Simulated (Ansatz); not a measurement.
# CH4FSSn: rigid scan of one bond length in Python

How does the energy of CH4FSSn change as one bond is stretched? A script is to give a rigid scan of one bond length; the system is CH4FSSn.

Computed with the Python package of Ansatz 0.2.0. Level of theory: PBE+D4/def2-SVP.

### Step 1. The system

Bond lengths: C1–S2 1.821 Å, S2–Sn3 2.393 Å, Sn3–F4 2.036 Å, C1–H5 1.163 Å, C1–H6 1.059 Å, C1–H7 1.112 Å, Sn3–H8 1.734 Å. Angles: C1–S2–Sn3 91.6°, S2–C1–H5 105.0°, S2–C1–H6 112.1°, S2–C1–H7 110.9°, H5–C1–H6 107.1°, H5–C1–H7 107.1°, H6–C1–H7 113.9°, S2–Sn3–F4 110.5°, S2–Sn3–H8 111.2°, F4–Sn3–H8 106.8°.

No structure file is read: the coordinates are typed or built in the script.

### Step 2. Script

Contents of scan_ch4fssn.py:

```python
"""Potential curve of CH4FSSn along one bond."""

import ansatz as az
from ase import Atoms
import matplotlib.pyplot as plt
import numpy as np

BASIS_SET = "def2-SVP"
FUNCTIONAL = "pbe"
VDW = "d4"

atoms = Atoms(["C", "S", "Sn", "F", "H", "H", "H", "H"], positions=[
    (-0.8224, 0.7007, 0.4654),
    (-0.9201, 0.274, -1.3022),
    (0.9995, -1.1447, -1.1352),
    (2.637, -0.069, -0.5825),
    (-1.7084, 1.4315, 0.6487),
    (-0.9784, -0.1415, 1.0887),
    (0.1134, 1.2592, 0.6886),
    (0.7715, -2.3674, 0.0728),
])
molecule = az.Crystal.molecule_from_ase(atoms)

symbols = [site.symbol for site in molecule.cartesian_sites]
start = np.array([site.position_ang for site in molecule.cartesian_sites])
axis = (start[4] - start[0]) / np.linalg.norm(start[4] - start[0])
moving = [4]
lengths, energies = [1.023, 1.07, 1.117, 1.163, 1.21, 1.256, 1.303, 1.372], []
for length in lengths:
    xyz = start.copy()
    xyz[moving] += (length - np.linalg.norm(start[4] - start[0])) * axis
    point = az.Crystal.molecule()
    for symbol, place in zip(symbols, xyz):
        point = point.atom(symbol, place.tolist())
    model = (
        point.calculation()
        .basis(gaussian=BASIS_SET)
        .functional(FUNCTIONAL, dispersion=VDW)
        .spin("collinear", total=1)
    )
    data = model.run(threads=1, pin="off").report
    energies.append(data["free_energy_ev"])
    print(f"r = {length:6.3f} A  E = {energies[-1]:.5f} eV  <S^2> = {abs(data['mean_field']['state']['spin_squared']):.3f}")

# quartic fit about the minimum
fit = np.polynomial.Polynomial.fit(lengths, np.array(energies) - min(energies), 4).convert()
roots = [r.real for r in fit.deriv().roots() if abs(r.imag) < 1e-9 and fit.deriv(2)(r.real) > 0]
r_e = min(roots, key=lambda r: abs(r - lengths[int(np.argmin(energies))]))
print(f"minimum of the fit at {r_e:.4f} A, force constant {fit.deriv(2)(r_e):.2f} eV/A^2")
plt.figure(figsize=(4.5, 3))
plt.plot(lengths, np.array(energies) - min(energies), "o-")
plt.xlabel("bond length (A)")
plt.ylabel("E - E(min) (eV)")
plt.tight_layout()
plt.savefig("scan.png", dpi=100)
```

### Step 3. The input behind the calls

The package turns the script's settings into the engine's input (first run):

```yaml
crystal:
  periodic: [false, false, false]
  atoms:
    - { symbol: C, position_ang: [-0.8224, 0.7007, 0.4654] }
    - { symbol: S, position_ang: [-0.9201, 0.274, -1.3022] }
    - { symbol: Sn, position_ang: [0.9995, -1.1447, -1.1352] }
    - { symbol: F, position_ang: [2.637, -0.069, -0.5825] }
    - { symbol: H, position_ang: [-1.6017175654615983, 1.343505052866068, 0.6266290177755204] }
    - { symbol: H, position_ang: [-0.9784, -0.1415, 1.0887] }
    - { symbol: H, position_ang: [0.1134, 1.2592, 0.6886] }
    - { symbol: H, position_ang: [0.7715, -2.3674, 0.0728] }
basis:
  gaussian:
    orbitals: def2-SVP
hamiltonian:
  xc: pbe
  dispersion: d4
magnetization:
  spin_polarized: true
  initial_magnetization: 1.0
```

### Step 4. Running it

Started as:

```console
python scan_ch4fssn.py
```

Q: Predict the main results. Wanted: range of energy; lowest point, distance.

**Answer**, as computed:

```
                        quantity     value
bond length at the fit's minimum  1.1104 Å
                   runs compared         8
                 range of energy  0.664 eV
      lowest point, distance (Å)      1.12
```

The lowest point, at 1.12, lies inside the range. The ends stand 0.141 and 0.664 eV above it. The distance scanned is the script's pair 0, 4. The rest of the molecule is held rigid at a force-field or estimated start geometry, and the basis set is modest; single-reference methods fail as a bond breaks. def2 sets replace the cores of elements past krypton by effective core potentials. The run takes the species as open-shell (spin multiplicity 2), which needn't be its ground state. Spin-orbit coupling of the heavy open-shell atom is left out.
